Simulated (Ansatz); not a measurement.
This script drives the Ansatz DFT code, driven from Python.

`run_torsion.py`:
```python
import ansatz as az
from ase import Atoms

atoms = Atoms(["B", "Si", "O", "F", "F", "H", "H", "H"], positions=[
    (-1.0618, 0.9285, 0.1676),
    (0.3233, -0.2486, -0.3021),
    (0.823, -1.0577, 1.1005),
    (-0.1562, -1.3623, -1.4285),
    (1.6126, 0.6165, -0.9828),
    (-0.9897, 2.1465, -0.0478),
    (-2.0787, 0.5601, 0.6409),
    (1.6197, -1.6401, 0.7963),
])

first = (
    az.Crystal.molecule_from_ase(atoms).calculation()
    .basis(gaussian="6-31G*")
    .functional("pbe")
    .relax(force_tolerance=0.02, max_steps=80)
)
atoms.positions = first.run(threads=1, pin="off").report["positions_ang"]

start = atoms.get_dihedral(0, 1, 2, 7)
energies = {}
for turn in range(0, 360, 40):
    turned = atoms.copy()
    turned.set_dihedral(0, 1, 2, 7, start + turn, indices=[2, 7])
    calculation = az.Crystal.molecule_from_ase(turned).calculation()
    calculation = calculation.basis(gaussian="6-31G*")
    calculation = calculation.functional("pbe")
    energies[round((start + turn) % 360)] = calculation.run(threads=1, pin="off").report["free_energy_ev"]
floor = min(energies.values())
print("dihedral B0-Si1-O2-H7 (deg)   E - E(min) (kcal/mol)")
for angle, e in sorted(energies.items()):
    print(f"{angle:8d} {23.060548 * (e - floor):14.3f}  " + "#" * int(30 * (e - floor) / max(max(energies.values()) - floor, 1e-9)))
```

It is started by `python run_torsion.py`. How long does it take on 1 thread of Arm Neoverse V2 (shared host), and how much memory does it need?

It took about 53 s, with a peak of 0.22 GiB, for 10 runs of the engine.

Output of `python run_torsion.py`:
```text
dihedral B0-Si1-O2-H7 (deg)   E - E(min) (kcal/mol)
       4          2.987  ######################
      44          1.903  ##############
      84          2.085  ###############
     124          1.951  ##############
     164          0.813  ######
     204          0.000
     244          1.123  ########
     284          3.227  ########################
     324          3.992  ##############################
```

The scan is rigid and the energies are electronic, in a modest basis. With rigid groups the curve can differ much from the relaxed path, the start wasn't checked as a minimum of this torsion, and equivalent turns needn't return to the same energy.
